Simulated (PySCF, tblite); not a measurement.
# C6H9NSi2: infrared bands and NMR shifts

What infrared bands and NMR shifts should C6H9NSi2 (`C=CC[SiH2]C#C[SiH2]C#N`) show?

Programs: tblite 0.8.0 and PySCF 2.14.0, with density-fitted response routines of our own. Each step states its level of theory. These are calculated values for one molecule in the gas phase, unless marked as measured. Atoms count from 0, in the outputs and in this text.

**1. The starting structure**

18 atoms, charge 0, multiplicity 1; geometry from: GFN2-xTB.

Bonds of the start (Å): C0–C1 1.32, C1–C2 1.49, C2–Si3 1.91, Si3–C4 1.85, C4–C5 1.21, C5–Si6 1.85, Si6–C7 1.87, C7–N8 1.15, C0–H9 1.08, C0–H10 1.08, C1–H11 1.08, C2–H12 1.09, C2–H13 1.09, Si3–H14 1.47, Si3–H15 1.47, Si6–H16 1.46, Si6–H17 1.46.

**2. Vibrational analysis with GFN2-xTB**

What the job is given:

```
{"job": {"kind": "ir", "xc": "GFN2-xTB", "basis": "xTB"}, "charge": 0, "multiplicity": 1}
C      1.841339     0.103720    -2.917480
C      0.973651     0.462868    -1.988533
C      1.169690     1.591663    -1.039303
Si     1.502378     0.953246     0.732226
C     -0.008682     0.011637     1.250378
C     -1.015994    -0.595938     1.540012
Si    -2.560617    -1.517949     1.954092
C     -3.372692    -1.831568     0.297681
N     -3.869857    -2.026298    -0.715627
H      2.765763     0.639291    -3.065372
H      1.663665    -0.731029    -3.573650
H      0.054012    -0.094099    -1.860454
H      2.000985     2.217510    -1.366904
H      0.272751     2.214058    -1.024708
H      2.650978     0.042477     0.759045
H      1.675222     2.085392     1.651304
H     -3.481094    -0.694274     2.741213
H     -2.270258    -2.824390     2.547777
```

**Question.** This job is followed by: GIAO PBE0/pcSseg-1 NMR shielding, non-relativistic, gas phase. Predict these results of the whole session: strongest single infrared mode (GFN2-xTB); zero-point energy (GFN2-xTB); 13C shifts against TMS (PBE0/pcSseg-1); 1H shifts against TMS (PBE0/pcSseg-1, means over atoms taken as alike); 29Si shifts against TMS (PBE0/pcSseg-1); 15N shifts against NH3 (PBE0/pcSseg-1).

**Answer**, as computed:

| quantity | value |
| --- | --- |
| strongest single infrared mode (GFN2-xTB) | 2254 cm⁻¹, 443 km/mol |
| zero-point energy (GFN2-xTB) | 74.9 kcal/mol |
| 13C shifts against TMS (PBE0/pcSseg-1) | 142.8, 123.2, 121.6, 121.4, 108.2, 24.4 ppm |
| 1H shifts against TMS (PBE0/pcSseg-1, means over atoms taken as alike) | 6.56, 5.41, 5.38, 4.71, 4.43, 1.96 ppm |
| 29Si shifts against TMS (PBE0/pcSseg-1) | -63.2, -97.9 ppm |
| 15N shifts against NH3 (PBE0/pcSseg-1) | 364.4 ppm |

No mode is imaginary among the 48: a minimum at this level. The strongest single mode, at 2254 cm⁻¹, moves mainly H16. Unscaled tight-binding wavenumbers are off by several per cent, some by more. Its intensities can rank the bands wrongly. The most deshielded carbon is C1 (alkene CH), at 142.8 ppm: as expected for a trigonal carbon in a double bond. H11 (hydrogen on an alkene CH) lies farthest downfield among hydrogen, at 6.56 ppm; attached to an sp2 carbon and in the plane of the double bond. At PBE0/pcSseg-1: The largest span, 598 ppm, is at N8, where the paramagnetic term is -435 ppm.
